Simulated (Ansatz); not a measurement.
# Si2SnB3: a closer look at a trial structure

Aim: for this structure of Si2SnB3, compute bands, density of states and charges.

Program: Ansatz 0.2.0. Level of theory: DFT PBE, scalar-relativistic, plane waves, PAW. These are calculated values, not measurements.

## (1) The system as given

Symmetry: Cmmm, No. 65, orthorhombic system. Conventional cell: a = 5.313 Å, b = 9.593 Å, c = 2.945 Å, α = 90.00°, β = 90.00°, γ = 90.00°. Si (site symmetry 2/m) has 6 B at 2.47 to 2.74 Å and 4 Si at 2.66 to 2.95 Å and 4 Sn at 3.11 Å as nearest neighbours. Sn (site symmetry mmm) is surrounded by 8 B at 2.81 to 3.04 Å and 2 Sn at 2.95 Å and 8 Si at 3.11 Å. B (site symmetry m2m) has 3 B at 1.74 to 1.85 Å as nearest neighbours. B (site symmetry mmm) is surrounded by 4 B at 1.74 Å.

Structure file:

```
Si Sn B
1.0
     2.65642   -4.79674    0.00000
     2.65642    4.79674    0.00000
     0.00000    0.00000    2.94503
Si Sn B
2 1 3
Direct
  0.50000 0.00000 0.50000
  0.00000 0.50000 0.50000
  0.00000 0.00000 0.00000
  0.59654 0.40346 0.00000
  0.40346 0.59654 0.00000
  0.50000 0.50000 0.50000
```

The cell was relaxed beforehand at this level, starting from a generated guess, and another structure or a mixture of phases may lie lower. At a tolerance of 0.05 Å it has space group Cmmm (No. 65); it has 12.51 Å³/atom, an uncorrected energy of +0.71 eV/atom over the elements.

## (2) Static run: bands, density of states and charges

Contents of input.yaml:

```yaml
crystal:
  lattice:
    - [2.6564204781, -4.7967435691, 0.0]
    - [2.6564204781, 4.7967435691, 0.0]
    - [0.0, 0.0, 2.9450251799]
  atoms:
    - { symbol: Si, position: [0.5, 0.0, 0.5] }
    - { symbol: Si, position: [0.0, 0.5, 0.5] }
    - { symbol: Sn, position: [0.0, 0.0, 0.0] }
    - { symbol: B, position: [0.5965398995, 0.4034601005, 0.0] }
    - { symbol: B, position: [0.4034601005, 0.5965398995, 0.0] }
    - { symbol: B, position: [0.5, 0.5, 0.5] }
basis:
  ecutwfc: 420
kpoints:
  mp_grid: { grid: [8, 8, 12] }
  band_path:
    path:
      - [[0.0, 0.0, 0.0], [-0.5, 0.5, 0.0], [-0.32667268, 0.67332732, 0.0]]
      - [[0.32667268, 0.32667268, 0.0], [0.0, 0.0, 0.0], [0.0, 0.0, 0.5], [0.32667268, 0.32667268, 0.5]]
      - [[-0.32667268, 0.67332732, 0.5], [-0.5, 0.5, 0.5], [-0.5, 0.5, 0.0]]
      - [[0.0, 0.0, 0.0], [0.0, 0.5, 0.0], [0.0, 0.5, 0.5], [0.0, 0.0, 0.5], [-0.5, 0.5, 0.5]]
    npoints: 14
hamiltonian:
  xc: pbe
scf:
  occupations: { method: gaussian, width: 0.1 }
  n_extra_bands: 15
output:
  forces: true
  stress: true
  eigenvalues: true
  populations: true
  dos: { projected: true, de: 0.02, nscf_kmesh: { grid: [10, 10, 15] } }
  bader: true
  write_density: true
  write_potential: true
  elf: true
  volumetric_format: npy
```

The run is started by

```
> ansatz run input.yaml --threads 1 --pin off --max-ram 2560MiB --backend cpu --events-out ev --progress --plain --runs-dir out
```

**Question.** What will these runs give? Wanted: gap; states at the Fermi level; Bader charges.

As calculated:

| quantity | value |
| --- | --- |
| gap | none (metal) |
| states at the Fermi level | 1.81 per eV per cell |
| Bader charges | Si +0.30, Sn +0.52, B -0.46 to -0.33 e |

What this shows: It comes out metallic. Of the projected weight within 0.25 eV of the Fermi level, the largest part is B 2p (32 %) and Si 3p (26 %). Bader charges reach 0.5 e, so charge transfer in this metal is moderate.
